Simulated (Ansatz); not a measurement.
# Nb16H: the cost of one run

Program: Ansatz 0.2.0. Level of theory: DFT PBE, plane waves, PAW, scalar-relativistic, no spin polarisation. These are calculated values, not measurements.

## (1) The structure to begin with

The cell holds 17 atoms (HNb16): a = 6.600 Å, b = 6.600 Å, c = 6.600 Å, α = 90.00°, β = 90.00°, γ = 90.00°.

The coordinates stand in the first input below.

## (2) Preparing the start

File input.yaml:

```yaml
crystal:
  lattice:
    - [6.6, 0.0, 0.0]
    - [0.0, 6.6, 0.0]
    - [0.0, 0.0, 6.6]
  atoms:
    - { symbol: Nb, position: [0.0, 0.0, 0.0] }
    - { symbol: Nb, position: [0.5, 0.0, 0.0] }
    - { symbol: Nb, position: [0.0, 0.5, 0.0] }
    - { symbol: Nb, position: [0.0, 0.0, 0.5] }
    - { symbol: Nb, position: [0.25, 0.25, 0.25] }
    - { symbol: Nb, position: [0.5, 0.5, 0.0] }
    - { symbol: Nb, position: [0.5, 0.0, 0.5] }
    - { symbol: Nb, position: [0.75, 0.25, 0.25] }
    - { symbol: Nb, position: [0.0, 0.5, 0.5] }
    - { symbol: Nb, position: [0.25, 0.75, 0.25] }
    - { symbol: Nb, position: [0.25, 0.25, 0.75] }
    - { symbol: Nb, position: [0.5, 0.5, 0.5] }
    - { symbol: Nb, position: [0.75, 0.75, 0.25] }
    - { symbol: Nb, position: [0.75, 0.25, 0.75] }
    - { symbol: Nb, position: [0.25, 0.75, 0.75] }
    - { symbol: Nb, position: [0.75, 0.75, 0.75] }
    - { symbol: H, position: [-0.0069809, 0.8871959, 0.7436895] }
basis:
  ecutwfc: 420.0
kpoints:
  mp_grid: { grid: [3, 3, 3] }
hamiltonian:
  xc: pbe
scf:
  occupations: { method: fermi_dirac, width: 0.05 }
  lower_state_search: "off"
relax:
  f_tol: 0.08
  max_steps: 25
  adjacent_minimum: "off"
```

The run is started by

```console
> ansatz run input.yaml --threads 4 --pin off --max-ram 10240MiB --backend cpu --events-out ev --progress --plain --runs-dir out
```

**Question.** How long does this run take on 4 threads of AMD EPYC 9B45 (Zen 5), shared host, and how much memory does it need?

About 14 s, with a peak of 1.1 GiB.
